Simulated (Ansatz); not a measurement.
# GaGeTe: the cost of one run

Computed with Ansatz 0.2.0 (DFT PBEsol, scalar-relativistic, plane waves, PAW).

### Step 1. The system as given

It takes space group P6_3mc (No. 186, hexagonal). The conventional cell has a = 4.071 Å, b = 4.071 Å, c = 23.014 Å, α = 90.00°, β = 90.00°, γ = 120.00°. Ga (site symmetry 3m) is surrounded by 1 Ge at 2.44 Å and 3 Te at 2.67 Å. Around Ge (site symmetry 3m) lie 1 Ga at 2.44 Å and 3 Ge at 2.48 Å. Around Te (site symmetry 3m) lie 3 Ga at 2.67 Å.

As a file:

```
Ga Ge Te
1.0
     4.07141    0.00000    0.00000
    -2.03571    3.52595    0.00000
     0.00000    0.00000   23.01431
Ga Ge Te
4 4 4
Direct
  0.00000 0.00000 0.12637
  0.00000 0.00000 0.62637
  0.33333 0.66667 0.37351
  0.66667 0.33333 0.87351
  0.00000 0.00000 0.23255
  0.00000 0.00000 0.73255
  0.33333 0.66667 0.26736
  0.66667 0.33333 0.76736
  0.33333 0.66667 0.57117
  0.66667 0.33333 0.07117
  0.33333 0.66667 0.92894
  0.66667 0.33333 0.42894
```

It is the result of an earlier relaxation at this level (volume 27.53 Å³/atom; gap on the mesh: none (metal)).

### Step 2. Relaxing with PBEsol

File input.yaml:

```yaml
crystal:
  lattice:
    - [4.0714130029, 0.0, 0.0]
    - [-2.0357065014, 3.5259470898, 0.0]
    - [0.0, 0.0, 23.0143067349]
  atoms:
    - { symbol: Ga, position: [0.0, 0.0, 0.1263680594] }
    - { symbol: Ga, position: [0.0, 0.0, 0.6263680594] }
    - { symbol: Ga, position: [0.3333333333, 0.6666666667, 0.3735085463] }
    - { symbol: Ga, position: [0.6666666667, 0.3333333333, 0.8735085463] }
    - { symbol: Ge, position: [0.0, 0.0, 0.232553793] }
    - { symbol: Ge, position: [0.0, 0.0, 0.732553793] }
    - { symbol: Ge, position: [0.3333333333, 0.6666666667, 0.2673601539] }
    - { symbol: Ge, position: [0.6666666667, 0.3333333333, 0.7673601539] }
    - { symbol: Te, position: [0.3333333333, 0.6666666667, 0.5711657866] }
    - { symbol: Te, position: [0.6666666667, 0.3333333333, 0.0711657866] }
    - { symbol: Te, position: [0.3333333333, 0.6666666667, 0.9289436607] }
    - { symbol: Te, position: [0.6666666667, 0.3333333333, 0.4289436607] }
basis:
  ecutwfc: 420
kpoints:
  mp_grid: { grid: [12, 12, 2] }
hamiltonian:
  xc: pbesol
scf:
  occupations: { method: gaussian, width: 0.1 }
output:
  forces: true
  stress: true
  eigenvalues: true
relax:
  adjacent_minimum: "off"
  f_tol: 0.005
  max_steps: 50
  cell: { stress_tol: 0.05 }
```

On the command line:

```console
$ ansatz run input.yaml --threads 4 --pin off --max-ram 10240MiB --backend cpu --events-out ev --progress --plain --runs-dir out
```

What time and memory should one allow on 4 threads of Arm Neoverse V1, shared host?

About 5.4 min, with a peak of 1.6 GiB.
